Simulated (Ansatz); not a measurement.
# C₂H₉NOSi: small, medium and large basis sets

The task here is to estimate one member of a computed series from the others.

Method: one geometry, several basis sets; program: Ansatz 0.2.0, Gaussian basis.

The runs, in order: PBE0-D4/def2-SVP; ωB97M-V/def2-SVP; PBE0-D4/def2-QZVPP; ωB97M-V/def2-QZVPP; the functionals' def2-TZVPP values are taken from earlier runs.

### The relaxed structure

All runs share one geometry, relaxed beforehand with PBE0-D4 in a triple-zeta def2 set.

SMILES `CN(C)[SiH2]O`, 14 atoms, charge 0, spin multiplicity 1.

Atoms are counted from 1 here; the program's logs count them from 0.

Bond lengths: C1–N2 1.443 Å, C1–H6 1.099 Å, C1–H7 1.098 Å, C1–H8 1.092 Å, N2–C3 1.441 Å, N2–Si4 1.707 Å, C3–H9 1.092 Å, C3–H10 1.100 Å, C3–H11 1.098 Å, Si4–O5 1.652 Å, Si4–H12 1.487 Å, Si4–H13 1.480 Å, O5–H14 0.958 Å. Angles: N2–C1–H6 112.2°, N2–C1–H7 110.8°, N2–C1–H8 110.5°, H6–C1–H7 107.6°, H6–C1–H8 107.7°, H7–C1–H8 107.8°, C1–N2–C3 113.8°, C1–N2–Si4 121.6°, C3–N2–Si4 123.5°, N2–C3–H9 110.5°, N2–C3–H10 112.3°, N2–C3–H11 110.8°, H9–C3–H10 108.0°, H9–C3–H11 107.7°, H10–C3–H11 107.3°, N2–Si4–O5 117.3°, N2–Si4–H12 105.3°, N2–Si4–H13 108.5° and more.

The first run:

File in.yaml:

```yaml
crystal:
  periodic: [false, false, false]
  atoms:
    - {symbol: C, position_ang: [-0.835858, 1.089100, 0.805263]}
    - {symbol: N, position_ang: [0.146785, 0.191166, 0.248902]}
    - {symbol: C, position_ang: [0.695754, -0.735395, 1.206342]}
    - {symbol: Si, position_ang: [0.376459, 0.049158, -1.437083]}
    - {symbol: O, position_ang: [-0.788933, -0.746829, -2.295495]}
    - {symbol: H, position_ang: [-1.716688, 0.555413, 1.189134]}
    - {symbol: H, position_ang: [-0.409938, 1.666409, 1.636064]}
    - {symbol: H, position_ang: [-1.179439, 1.797192, 0.047980]}
    - {symbol: H, position_ang: [1.458320, -1.361175, 0.738209]}
    - {symbol: H, position_ang: [-0.071841, -1.396584, 1.634521]}
    - {symbol: H, position_ang: [1.168531, -0.200725, 2.040474]}
    - {symbol: H, position_ang: [1.678911, -0.650911, -1.598573]}
    - {symbol: H, position_ang: [0.344153, 1.404080, -2.031853]}
    - {symbol: H, position_ang: [-0.879216, -1.690199, -2.155189]}
basis:
  gaussian: {orbitals: def2-SVP}
hamiltonian: {xc: pbe0, dispersion: d4}
output: {orbitals: {seedname: orbitals}}
```

Started as:

```bash
> ansatz run in.yaml --threads 4 --pin off --events-out ev --progress --plain --max-ram 10444MiB
```

Among the steps run: PBE0-D4 in def2-SVP; ωB97M-V in def2-SVP; PBE0-D4 in def2-QZVPP; ωB97M-V in def2-QZVPP.

One table of the session follows, with a row left open; its other results are not shown here.

It belongs to the step «Density functionals: the series». 

```
functional       basis  HOMO (eV)  LUMO (eV)
   PBE0-D4    def2-SVP      -6.42       1.29
   PBE0-D4  def2-TZVPP      -6.54       0.60
   PBE0-D4  def2-QZVPP      -6.57       0.25
   ωB97M-V    def2-SVP      -8.73       2.99
   ωB97M-V  def2-TZVPP      -8.87       2.08
   ωB97M-V  def2-QZVPP          ?          ?
```

Q: Estimate the row for ωB97M-V, def2-QZVPP from the others.

As computed: HOMO (eV): -8.89; LUMO (eV): 1.47. In the column «HOMO (eV)» it is the lowest.
